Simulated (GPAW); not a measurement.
CsLi2:

```
Cs Li
1.0
     3.96633    0.00000    0.00000
    -1.98317    3.43495    0.00000
     0.00000    0.00000   10.02838
Cs Li
1 2
Direct
  0.00000 0.00000 0.00000
  0.33333 0.66667 0.34863
  0.33333 0.66667 0.65137
```

The cell was built by a generator and needn't be a form met in nature.

```yaml
Program: GPAW 26.7.0
Task: relaxation of cell and atoms
Functional: BLYP
Potentials_or_basis: PAW data sets generated in the run's folder for this functional
Cutoff: 800 eV
Basis: pw
k_mesh: 8 × 8 × 3
Occupations: fermi-dirac, width 0.05 eV
Spin: no spin polarisation
```

At the start: pressure 0.4 GPa; volume 45.54 Å³/atom.

Where does the relaxation end?

Over 8 steps the energy falls by 9.5 meV/atom and the volume is 52.70 Å³/atom (+15.7 %); space group P-6m2 (No. 187, to 0.05 Å).

The path:
| step | energy change (eV) | largest force (eV/Å) | pressure (GPa) | volume (Å³) |
| --- | --- | --- | --- | --- |
| 1 | 0.0000 | 0.0065 | 0.37 | 136.63 |
| 2 | -0.0006 | 0.0063 | 0.36 | 136.83 |
| 3 | -0.0268 | 0.0008 | 0.04 | 153.16 |
| 4 | -0.0281 | 0.0000 | -0.01 | 156.76 |
| 5 | -0.0282 | 0.0002 | -0.02 | 157.42 |
| 6 | -0.0282 | 0.0003 | -0.02 | 157.58 |
| 7 | -0.0284 | 0.0006 | -0.03 | 158.00 |
| 8 | -0.0285 | 0.0011 | -0.02 | 158.09 |

Final structure:
```xyz
3
Lattice="4.2494 0.0000 0.0000 -2.1247 3.6801 0.0000 0.0000 0.0000 10.1091" Properties=species:S:1:pos:R:3 pbc="T T T"
Cs    0.0000    0.0000    0.0000
Li    0.0000    2.4534    3.5335
Li    0.0000    2.4534    6.5756
```

Caveat: later steps reuse the first step's grids; the volume moved by over 15 % at a fixed basis, so the end points are rough.
